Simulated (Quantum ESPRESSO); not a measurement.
## Ti3S2: single point with PBE

Crystal: Ti3S2.

```
Ti S
1.0
     3.84259    0.00000    0.00000
    -1.92129    3.32778    0.00000
     0.00000    0.00000    6.07444
Ti S
3 2
Direct
  0.00000 0.00000 0.00000
  0.66667 0.33333 0.35431
  0.33333 0.66667 0.64569
  0.66667 0.33333 0.75212
  0.33333 0.66667 0.24788
```

The cell was built by a generator and needn't be a form met in nature.

```yaml
Program: Quantum ESPRESSO 7.5
Task: single point
Functional: PBE
Potentials_or_basis: SSSP 1.3 efficiency PBE
Cutoff: 748 eV
Density_cutoff: 5987 eV
k_mesh: 8 × 8 × 5
Occupations: fermi-dirac, width 0.05 eV
Spin: no spin polarisation
```

```json
{
 "Pressure": "3.2 GPa",
 "Largest force": "0.989 eV/Å",
 "Band gap on the k mesh": "none (metal or under the smearing width)"
}
```

Forces in eV/Å, atoms in the order of the input:
```
Ti   0.000  0.000  0.000
Ti   0.000  0.000  0.093
Ti   0.000  0.000 -0.093
S    0.000  0.000  0.989
S    0.000  0.000 -0.989
```

Stress tensor (GPa, compression positive):
```
3.51 0.00 0.00
0.00 3.51 0.00
0.00 0.00 2.67
```

Levels at points of the mesh, in eV from the Fermi level:
| k point | band 21 | band 22 | band 23 | band 24 | band 25 | band 26 | band 27 | band 28 |
| --- | --- | --- | --- | --- | --- | --- | --- | --- |
| (0.00, 0.00, 0.00) | -1.77 | -1.77 | -0.56 | 0.37 | 0.37 | 0.54 | 1.23 | 1.23 |
| (0.00, -0.50, 0.00) | -2.39 | -0.94 | -0.91 | -0.09 | 0.12 | 0.14 | 0.57 | 0.84 |

Run time: 110 s on 1 thread of Intel(R) Xeon(R) Platinum 8488C (Sapphire Rapids), on a shared host, peak memory 0.4 GiB.
